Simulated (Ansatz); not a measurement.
## C₂H₄Se, SMILES CC=[Se]: an active-space calculation

Program: Ansatz 0.2.0, Python API.

The script, `cas_c2h4se.py`:
```python
# -*- coding: utf-8 -*-
"""Static correlation in C2H4Se: natural occupations of an active space."""

import ansatz as az

params = {
    "basis": "def2-SVP",
}


def main():
    geometry_ang = [
        ("C", [-0.5983, 0.5929, 0.0001]),
        ("C", [0.4245, -0.3706, 0.217]),
        ("Se", [2.1088, -1.9748, 0.554]),
        ("H", [-1.4974, 0.1345, -0.3499]),
        ("H", [-0.3196, 1.3514, -0.8079]),
        ("H", [-0.8497, 1.1986, 0.9318]),
        ("H", [0.793, -1.0, -0.5908]),
    ]
    c2h4se = az.Crystal.molecule()
    for symbol, xyz in geometry_ang:
        c2h4se = c2h4se.atom(symbol, xyz)

    model = (
        c2h4se.calculation()
        .basis(gaussian=params["basis"])
        .scf(lower_state_search="off")
        .correlation(active_electrons=2, active_orbitals=2)
    )
    for method in [None, "sc_nevpt2"]:
        r = (model if method is None else model.correlation(method)).run().report
        space = r["configurations"]
        state = space["states"][0]
        print(method or "casscf", f"total {r['free_energy_ev'] / 27.211386246:.6f} Ha, active-space state {state['energy']['hartree']:.6f} Ha, mean field {r['reference_energy_ev'] / 27.211386246:.6f} Ha")
        print("  determinants", state["n_determinants"], " natural occupations", [round(n, 3) for n in space["natural_occupations"]])
    print("effectively unpaired electrons, sum of min(n, 2 - n):", round(sum(min(n, 2 - n) for n in space["natural_occupations"]), 3))


if __name__ == "__main__":
    main()
```

Output of `python cas_c2h4se.py`:
```text
casscf total -2477.372717 Ha, active-space state -2477.372717 Ha, mean field -2477.350320 Ha
  determinants 4  natural occupations [1.929, 0.071]
sc_nevpt2 total -2477.844752 Ha, active-space state -2477.372711 Ha, mean field -2477.350320 Ha
  determinants 4  natural occupations [1.929, 0.071]
effectively unpaired electrons, sum of min(n, 2 - n): 0.143
```

Reading the output:
- The settings weren't tested for convergence.
- The geometry is a force-field or estimated start, not a minimum of this method, and the basis set is short of its limit. The active space starts as a window about the frontier orbitals and is then optimised, not chosen by chemistry.
- Run time: 9.4 s on 1 thread of Arm Neoverse V1 (shared host), peak memory 0.21 GiB.
